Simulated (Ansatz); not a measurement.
Crystal: CuO2.

```xyz
6
Lattice="1.4126 -5.2107 0.0000 1.4126 5.2107 0.0000 0.0000 0.0000 4.3434" Properties=species:S:1:pos:R:3 pbc="T T T"
Cu    1.4126    3.4677    3.2576
Cu    1.4126   -3.4677    1.0859
O     1.4126   -3.0115    3.2576
O     1.4126    3.0115    1.0859
O     1.4126   -0.5366    3.2576
O     1.4126    0.5366    1.0859
```

The cell comes from a database or a generator and needn't be the stable form of this composition.

Base run:

* Program: Ansatz 0.2.0
* Functional: r2SCAN
* Potentials or basis: Ansatz PAW
* Cutoff: 500 eV (not typed: the program's choice for these potentials)
* k mesh: 10 × 10 × 6
* Occupations: fermi-dirac, width 0.05 eV
* Spin: no spin polarisation

Its results: band gap on the k mesh none (metal or under the smearing width); pressure -9.3 GPa; largest force 0.557 eV/Å.

Problem. The run is repeated on the same cell with these changes: functional from r2SCAN to LDA; cutoff from 500 eV (not typed: the program's choice for these potentials) to 420 eV (not typed: the program's choice for these potentials). What comes out?

Solution. Band gap on the k mesh none (metal or under the smearing width); pressure -14.9 GPa; largest force 0.791 eV/Å.

Caveats: the run has no spin polarisation, though such a crystal can be magnetic; semilocal functionals often make such compounds metallic where correlation or magnetic order opens a gap, which also shifts bond lengths; the PAW data sets come from PBE, with cores solved anew for the run's functional, which leaves a small shift of forces and pressure.
